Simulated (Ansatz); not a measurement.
# CCSD(T)/def2-SVP run of C2H7NSi (SMILES NC1C[SiH2]1)

Aim: the energy change on altering one bond length of C2H7NSi at CCSD(T)/def2-SVP, from 2 runs. 

The calculation is run with Ansatz 0.2.0.

61 further runs of the same task are left out: 61 set aside as unsound or not needed.

### 1 Starting point

The species is C2H7NSi (11 atoms), meant as a singlet with charge 0. As SMILES, `NC1C[SiH2]1`. Geometry: relaxed at PBE0-D4/def2-TZVP. This is one conformer, not always the lowest.

Bond lengths: N1–C2 1.437 Å, C2–C3 1.539 Å, C2–Si4 1.862 Å, C3–Si4 1.848 Å, N1–H5 1.011 Å, N1–H6 1.014 Å, C2–H7 1.094 Å, C3–H8 1.085 Å, C3–H9 1.086 Å, Si4–H10 1.479 Å, Si4–H11 1.476 Å. Some angles: N1–C2–C3 114.5°, N1–C2–Si4 118.4°, C3–C2–Si4 65.0°, C2–C3–Si4 65.9°, C2–Si4–C3 49.0°, N1–C2–H7 118.0°, C3–C2–H7 113.0°, Si4–C2–H7 116.4°, C2–N1–H5 111.6°, C2–N1–H6 111.3°.

### 2 The energy at CCSD(T)/def2-SVP

Input file in.yaml:

```yaml
crystal:
  periodic: [false, false, false]
  atoms:
    - symbol: N
      position_ang: [-1.337200, 0.826100, -0.314200]
    - symbol: C
      position_ang: [0.048100, 0.587400, -0.015100]
    - symbol: C
      position_ang: [0.296100, -0.519700, 1.025200]
    - symbol: Si
      position_ang: [0.845000, -0.955900, -0.685100]
    - symbol: H
      position_ang: [-1.450400, 1.288300, -1.206000]
    - symbol: H
      position_ang: [-1.774000, 1.401500, 0.397500]
    - symbol: H
      position_ang: [0.701400, 1.454200, 0.118600]
    - symbol: H
      position_ang: [1.025100, -0.311700, 1.801300]
    - symbol: H
      position_ang: [-0.607900, -0.997000, 1.390600]
    - symbol: H
      position_ang: [2.288700, -0.939900, -1.005500]
    - symbol: H
      position_ang: [0.030300, -1.890100, -1.486800]
basis:
  gaussian: {orbitals: def2-SVP}
accuracy: high
scf: {omitted_lower_state_checks: [cluster_reference, increment]}
magnetization: {spin_polarized: false, initial_magnetization: 0}
correlation: {method: ccsd_t, frozen_orbitals: {C: 1, H: 0, "N": 1, Si: 5}}
```

Command:

```sh
ansatz run in.yaml --threads 1 --pin off --max-ram 3480MiB --events-out events.jsonl --progress --plain --runs-dir runs
```

The program printed, cut to the lines that bear on the results:

```text
Warning: RAYON_NUM_THREADS=1 ignored (pool sized by the plan → 1); use --threads N
Functional definition: HF
  name "HF"
[...]
2284 factors; integrals over basis functions are off by at most 3.9e-9 eV
[...]
mean field -11508.78749047 eV, -422.9401393385 hartree, gradient 2.1e-8 eV, S^2 0.000000; 0 other end points of the search recorded, 0 dependent functions left out
8 core orbitals not correlated: weight in the atoms' cores, before any rotation towards them, 1.000 or more for the frozen orbitals, at most 0.000 for the correlated occupied ones
reference -11508.78749047 eV, -422.9401393385 hartree; 12, 12 occupied and 75, 75 virtual orbitals, 2284 factors
second order -15.00669604 eV of doubles, -0.00000000 eV of singles
cycle   1  -15.83241864 eV  change   -8.3e-1 eV  update   8.4e-2
[...]
cycle  21  -16.34540043 eV  change   8.2e-10 eV  update   2.9e-9
perturbative correction -0.51050741 eV, -0.0187608013 hartree
Total energy: -11525.64339831 eV, -423.5595825263 hartree
Checks for a lower state left out: cluster_reference, increment
```

Wall time 25 s (1 thread of Arm Neoverse V2, shared host); peak memory 0.65 GiB.

### 3 The distorted shape

Input file job.yaml:

```yaml
crystal:
  periodic: [false, false, false]
  atoms:
    - {symbol: "N", position_ang: [-1.533181, 0.566071, -0.354308]}
    - {symbol: C, position_ang: [-0.147881, 0.327371, -0.055208]}
    - {symbol: C, position_ang: [0.100119, -0.779729, 0.985092]}
    - {symbol: Si, position_ang: [0.649019, -1.215929, -0.725208]}
    - {symbol: H, position_ang: [-1.646381, 1.028271, -1.246108]}
    - {symbol: H, position_ang: [-1.969981, 1.141471, 0.357392]}
    - {symbol: H, position_ang: [0.701400, 1.454200, 0.118600]}
    - {symbol: H, position_ang: [0.829119, -0.571729, 1.761192]}
    - {symbol: H, position_ang: [-0.803881, -1.257029, 1.350492]}
    - {symbol: H, position_ang: [2.092719, -1.199929, -1.045608]}
    - {symbol: H, position_ang: [-0.165681, -2.150129, -1.526908]}
basis:
  gaussian:
    orbitals: def2-SVP
correlation:
  method: ccsd_t
  frozen_orbitals: {C: 1, H: 0, "N": 1, Si: 5}
accuracy: high
scf:
  omitted_lower_state_checks: [cluster_reference, increment]
```

Command:

```sh
ansatz run job.yaml --threads 1 --pin off --max-ram 3480MiB --events-out events.jsonl --progress --plain --runs-dir runs
```

The program printed, cut to the lines that bear on the results:

```text
Warning: RAYON_NUM_THREADS=1 ignored (pool sized by the plan → 1); use --threads N
Functional definition: HF
  name "HF"
[...]
2281 factors; integrals over basis functions are off by at most 3.9e-9 eV
[...]
mean field -11507.72274946 eV, -422.9010108282 hartree, gradient 1.1e-8 eV, S^2 0.000000; 0 other end points of the search recorded, 0 dependent functions left out
8 core orbitals not correlated: weight in the atoms' cores, before any rotation towards them, 1.000 or more for the frozen orbitals, at most 0.000 for the correlated occupied ones
reference -11507.72274946 eV, -422.9010108282 hartree; 12, 12 occupied and 75, 75 virtual orbitals, 2281 factors
second order -15.14253774 eV of doubles, -0.00000000 eV of singles
cycle   1  -15.94153209 eV  change   -8.0e-1 eV  update   9.0e-2
[...]
cycle  22  -16.50178610 eV  change   7.1e-10 eV  update   1.4e-9
perturbative correction -0.54268754 eV, -0.0199433991 hartree
Total energy: -11524.76722310 eV, -423.5273836812 hartree
Checks for a lower state left out: cluster_reference, increment
```

Run time: 26 s. Hardware: 1 thread of Arm Neoverse V2, shared host; peak memory 0.65 GiB.

### 4 What came out

At CCSD(T)/def2-SVP, 8 core orbitals frozen:

| quantity | value |
| --- | --- |
| first shape: total energy | -423.55958 Eh |
| first shape: correlation energy (8 core orbitals frozen) | -619.4 mEh |
| first shape: (T) correction | -18.76 mEh |
| first shape: T1 diagnostic | 0.010 |
| distorted shape: total energy | -423.52738 Eh |
| distorted shape: correlation energy (8 core orbitals frozen) | -626.4 mEh |
| distorted shape: (T) correction | -19.94 mEh |
| distorted shape: T1 diagnostic | 0.011 |
| energy change with the C2–H7 bond stretched from 1.094 to 1.422 Å | 0.876 eV |

With the C2–H7 bond stretched from 1.094 to 1.422 Å the energy rises by 0.88 eV (20.2 kcal/mol). The first shape isn't relaxed at this level, so the change isn't measured from a minimum. The triples (first shape) make up 3.0 % of the correlation energy. The triples (distorted shape) make up 3.2 % of the correlation energy.
